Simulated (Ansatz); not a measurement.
**TiAl: pressure against volume**

An exercise on one series of results from a longer session: the logs are not shown, and one member is left open.

Method: DFT PBEsol, scalar-relativistic, in Ansatz 0.2.0.

### Starting point

Symmetry: P4/mmm, No. 123, tetragonal system. The conventional cell has a = 2.837 Å, b = 2.837 Å, c = 4.059 Å, α = 90.00°, β = 90.00°, γ = 90.00°. Ti (site symmetry 4/mmm) is surrounded by 4 Ti at 2.84 Å and 8 Al at 2.85 Å. Al (site symmetry 4/mmm) has 4 Al at 2.84 Å and 8 Ti at 2.85 Å as nearest neighbours.

Coordinates:

```
CELL_PARAMETERS angstrom
2.83730 0.00000 0.00000
0.00000 2.83730 0.00000
0.00000 0.00000 4.05910
ATOMIC_POSITIONS crystal
Ti 0.00000 0.00000 0.00000
Al 0.50000 0.50000 0.50000
```

Atoms are numbered in the order of the input: Ti1, Al2.

The first run:

input.yaml

```yaml
crystal:
  lattice:
    - [2.7989534074, 0.0, 0.0]
    - [0.0, 2.7989534074, 0.0]
    - [0.0, 0.0, 4.0042405724]
  atoms:
    - { symbol: Ti, position: [0.0, 0.0, 0.0] }
    - { symbol: Al, position: [0.5, 0.5, 0.5] }
kpoints:
  mp_grid: { grid: [12, 12, 8] }
  band_path:
    path:
      - [0.0, 0.0, 0.0]
      - [0.0, 0.5, 0.0]
      - [0.5, 0.5, 0.0]
      - [0.0, 0.0, 0.0]
      - [0.0, 0.0, 0.5]
      - [0.0, 0.5, 0.5]
      - [0.5, 0.5, 0.5]
      - [0.0, 0.0, 0.5]
      - [0.0, 0.5, 0.0]
    npoints: 5
scf:
  occupations: { method: fermi_dirac, width: 0.05 }
hamiltonian:
  xc: pbesol
  pseudopotentials: { kind: all_electron, lapw: { basis_error: 0.001 } }
output:
  forces: true
  stress: true
  eigenvalues: true
```

Command:

```bash
$ ansatz run input.yaml --threads 1 --pin off --max-ram 3072MiB --backend cpu --events-out ev --progress --plain --runs-dir out
```

Steps of the session up to this table: Volume × 0.96, LAPW; Volume × 0.96, PAW; Volume × 0.96, crystal datasets; Volume × 0.99, LAPW; Volume × 0.99, PAW; Volume × 0.99, crystal datasets; Volume × 1.02, LAPW; Volume × 1.02, PAW; Volume × 1.02, crystal datasets; Volume × 1.06, LAPW; Volume × 1.06, PAW; Volume × 1.06, crystal datasets.

One of the session's tables, all rows but one given; the rest of the session is left out.

```
          method  volume (Å³/atom)  pressure (GPa)
            LAPW            15.685            0.66
            LAPW            16.175           -2.90
            LAPW            16.665           -5.97
            LAPW            17.319           -9.39
             PAW            15.685            0.71
             PAW            16.175           -2.87
             PAW            16.665               ?
             PAW            17.319           -9.36
crystal datasets            15.685            0.66
crystal datasets            16.175           -2.90
crystal datasets            16.665           -5.97
crystal datasets            17.319           -9.39
```

Estimate the missing values for PAW, 16.665.

The run gave: pressure (GPa): -5.94. In the column «pressure (GPa)» it lies between crystal datasets, 16.665 (-5.97) and LAPW, 16.175 (-2.90).

To keep in mind: Shape and positions are held, so a fully relaxed modulus can be lower. Warnings in the runs' records: crystal datasets made.
